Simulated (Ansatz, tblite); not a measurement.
# SbH2Me (CH₅Sb): one state, many levels

How do method and basis change the picture of SbH2Me (CH₅Sb) (singlet)?

The runs use Ansatz 0.2.0, Gaussian basis; as each input shows.

Plan: GFN1-xTB, GFN2-xTB, PBE-D4/def2-TZVP, r2SCAN-D4/def2-TZVP, B3LYP-D4/def2-TZVP, ωB97X-V/def2-TZVP, B2PLYP/def2-TZVP, ωB97M-V/def2-TZVP, LDA/def2-TZVP, B97M-V/def2-TZVP, CAM-B3LYP-D4/def2-TZVP, LC-ωPBE(0.10)/def2-TZVP, LC-ωPBE(0.15)/def2-TZVP, LC-ωPBE(0.20)/def2-TZVP, LC-ωPBE(0.30)/def2-TZVP, PBE-D4/def2-SVP, PBE0-D4/def2-SVP, PBE0-D4/def2-TZVPD, PBE-D4/def2-TZVPD, r2SCAN-D4/def2-TZVPD, CCSD(T)/def2-TZVPP, MP2/def2-TZVP, RPA/def2-TZVP, CCSD(T)/def2-TZVPD.

2 further runs of the same task are left out: 2 set aside as unsound or not needed. Runs told in other sessions of the task aren't counted.

### 1 The structure

The singlet was relaxed beforehand with PBE0-D4/def2-TZVP.

7 atoms, charge 0, spin multiplicity 1.

Bond lengths: Sb1–H2 1.711 Å, Sb1–H3 1.711 Å, Sb1–C4 2.162 Å, C4–H5 1.090 Å, C4–H6 1.088 Å, C4–H7 1.090 Å. Angles: H2–Sb1–H3 91.2°, H2–Sb1–C4 94.1°, H3–Sb1–C4 94.2°, Sb1–C4–H5 108.7°, Sb1–C4–H6 111.0°, Sb1–C4–H7 108.7°, H5–C4–H6 109.8°, H5–C4–H7 108.9°, H6–C4–H7 109.8°.

Sb takes a core potential in the def2 sets. No spin-orbit coupling is included.

PBE0-D4/def2-TZVP was run before; its log isn't repeated, and its numbers join the tables.

### 2 GFN1-xTB

Tight binding, by tblite at 300 K electronic temperature and without a spin-polarisation term:

```python
tblite.interface.Calculator('GFN1-xTB', numbers, positions, charge=0, uhf=0).singlepoint()
```

Energy -198.9311 eV, HOMO -11.31 eV, LUMO -5.71 eV; 0.003 s.

### 3 GFN2-xTB

Tight binding, by tblite at 300 K electronic temperature and without a spin-polarisation term:

```python
tblite.interface.Calculator('GFN2-xTB', numbers, positions, charge=0, uhf=0).singlepoint()
```

Energy -186.8493 eV, HOMO -10.15 eV, LUMO -5.52 eV; 0.002 s.

### 4 PBE-D4/def2-TZVP

start.molden holds the orbitals of an earlier run on this state, given as this run's starting guess.

File in.yaml:

```yaml
crystal:
  periodic: [false, false, false]
  atoms:
    - {symbol: Sb, position_ang: [0.485799, 0.852212, 0.993440]}
    - {symbol: H, position_ang: [1.912226, 0.869485, 0.048617]}
    - {symbol: H, position_ang: [-0.205978, 2.091711, 0.038004]}
    - {symbol: C, position_ang: [-0.430181, -0.747155, -0.136775]}
    - {symbol: H, position_ang: [0.059148, -1.684936, 0.125855]}
    - {symbol: H, position_ang: [-0.337802, -0.570954, -1.206129]}
    - {symbol: H, position_ang: [-1.483212, -0.810363, 0.136988]}
basis:
  gaussian: {orbitals: def2-TZVP, initial_orbitals: start.molden}
hamiltonian: {xc: pbe, dispersion: d4}
scf: {omitted_lower_state_checks: [starts]}
output: {orbitals: {seedname: orbitals}}
```

Started as:

```bash
ansatz run in.yaml --threads 4 --pin off --events-out ev --progress --plain --max-ram 3916MiB
```

The runs that follow: r2SCAN-D4/def2-TZVP; B3LYP-D4/def2-TZVP; ωB97X-V/def2-TZVP; B2PLYP/def2-TZVP; ωB97M-V/def2-TZVP; LDA/def2-TZVP; B97M-V/def2-TZVP; CAM-B3LYP-D4/def2-TZVP; LC-ωPBE(0.10)/def2-TZVP; LC-ωPBE(0.15)/def2-TZVP; LC-ωPBE(0.20)/def2-TZVP; LC-ωPBE(0.30)/def2-TZVP; PBE-D4/def2-SVP; PBE0-D4/def2-SVP; PBE0-D4/def2-TZVPD; PBE-D4/def2-TZVPD; r2SCAN-D4/def2-TZVPD; CCSD(T)/def2-TZVPP; MP2/def2-TZVP; RPA/def2-TZVP; CCSD(T)/def2-TZVPD.

Before running them: what should the planned runs give, taken together? Wanted: gap in def2-TZVP, named functionals, smallest and largest; gap over the ω; correlation energy, CCSD(T)/def2-TZVPP; correlation energy, MP2/def2-TZVP; correlation energy, CCSD(T)/def2-TZVPD; binding an atom, CCSD(T)/def2-TZVPP; PBE0 total energy, smallest basis above largest.

As calculated:

| quantity | value |
| --- | --- |
| gap in def2-TZVP, named functionals, smallest and largest | 5.07 eV (LDA), 10.86 eV (ωB97X-V) |
| gap over the ω (1/bohr) | 7.87 eV at 0.1, 10.73 eV at 0.3 |
| correlation energy, CCSD(T)/def2-TZVPP | -15.82 eV |
| correlation energy, MP2/def2-TZVP | -14.38 eV |
| correlation energy, CCSD(T)/def2-TZVPD | -15.53 eV |
| binding an atom, CCSD(T)/def2-TZVPP | 3.004 eV |
| PBE0 total energy, smallest basis above largest | 1.51 eV (def2-SVP, def2-TZVPD) |

In words: Orbital gaps of the named functionals in def2-TZVP span 5.07 eV (LDA) to 10.86 eV (ωB97X-V); exact exchange widens it. Raising the ω (1/bohr) from 0.1 to 0.3 moves the HOMO by -1.66 eV and the LUMO by +1.19 eV. The functionals in def2-TZVP miss CCSD(T)/def2-TZVPP by +0.042 (PBE0-D4) to +0.469 eV (LDA) an atom. CCSD(T)/def2-TZVPP isn't at the basis-set limit; small misses against it rank nothing.
